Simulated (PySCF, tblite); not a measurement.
# C2H13Si4 radical: geometry, infrared bands and EPR parameters

Wanted: the infrared bands and EPR parameters of C2H13Si4 radical (`C[CH][SiH2][SiH2][SiH2][SiH3]`), by calculation.

Computed with tblite 0.8.0 and PySCF 2.14.0, with density-fitted response routines of our own, on a single molecule in the gas phase. Atoms count from 0, in the outputs and in this text.

### 1 Starting geometry

19 atoms, charge 0, multiplicity 2; geometry from: force field or distance geometry start.

Bonds of the start (Å): C0–C1 1.48, C1–Si2 1.82, Si2–Si3 2.28, Si3–Si4 2.29, Si4–Si5 2.30, C0–H6 1.09, C0–H7 1.10, C0–H8 1.10, C1–H9 1.08, Si2–H10 1.48, Si2–H11 1.49, Si3–H12 1.50, Si3–H13 1.49, Si4–H14 1.49, Si4–H15 1.49, Si5–H16 1.48, Si5–H17 1.49, Si5–H18 1.50.

### 2 Geometry optimisation with GFN2-xTB

The job: settings as JSON, then the geometry in Å.

```
{"job": {"kind": "relax", "xc": "GFN2-xTB", "basis": "xTB"}, "charge": 0, "multiplicity": 2}
C     -3.168400     0.969000     0.848400
C     -2.727400     0.095300    -0.267400
Si    -1.000700     0.072500    -0.854500
Si     0.301400    -1.316000     0.408200
Si     2.404200    -1.298300    -0.489600
Si     3.182400     0.855900    -0.344800
H     -3.704300     0.380800     1.598100
H     -2.347100     1.495700     1.353500
H     -3.867300     1.721800     0.466500
H     -3.444300    -0.535800    -0.769900
H     -0.464400     1.451700    -0.803700
H     -0.997900    -0.373900    -2.271100
H     -0.252700    -2.708500     0.413900
H      0.349800    -0.862800     1.831200
H      2.356500    -1.738400    -1.915300
H      3.294800    -2.230300     0.259600
H      2.339200     1.768200    -1.151900
H      4.583600     0.940500    -0.841800
H      3.153000     1.321900     1.076100
```

Command:

```bash
$ OMP_NUM_THREADS=1 python probes_run.py task.json out
```

The driver reads the jobs from task.json and runs them one after another.

**Question.** This job is followed by: GFN2-xTB harmonic vibrations, gas phase; UKS B3LYP, pcH-1 on C H Si, non-relativistic, mean-field spin-orbit, GIAO. Predict these results of the whole session: strongest single infrared mode (GFN2-xTB); zero-point energy (GFN2-xTB); g(iso) (B3LYP); ⟨S²⟩; largest a(iso) (averaged by class); surface potential, 1st and 99th percentile.

The runs gave:

| quantity | value |
| --- | --- |
| strongest single infrared mode (GFN2-xTB) | 573 cm⁻¹, 879 km/mol |
| zero-point energy (GFN2-xTB) | 77.3 kcal/mol |
| g(iso) (B3LYP) | 2.00267 |
| ⟨S²⟩ | 0.754 (exact 0.75) |
| largest a(iso) (averaged by class) | 13C on C1, 90.6 MHz |
| surface potential, 1st and 99th percentile | -0.09 V and 1.10 V |

**Reading.** The optimisation took 94 steps and gained 0.201 eV; among the close pairs (by a distance rule), Si2–Si3 changed most, from 2.284 to 2.344 Å. All 51 modes are real, so the xTB geometry is a minimum. The strongest single mode, at 573 cm⁻¹, is spread over several atoms, H15, H13, H12, H11 among them. Unscaled tight-binding wavenumbers are off by several per cent, some by more. Its intensities can rank the bands wrongly. Most of the unpaired spin sits on C1 (0.97 e). The isotropic g lies 0.4 ppt above the free-electron value.
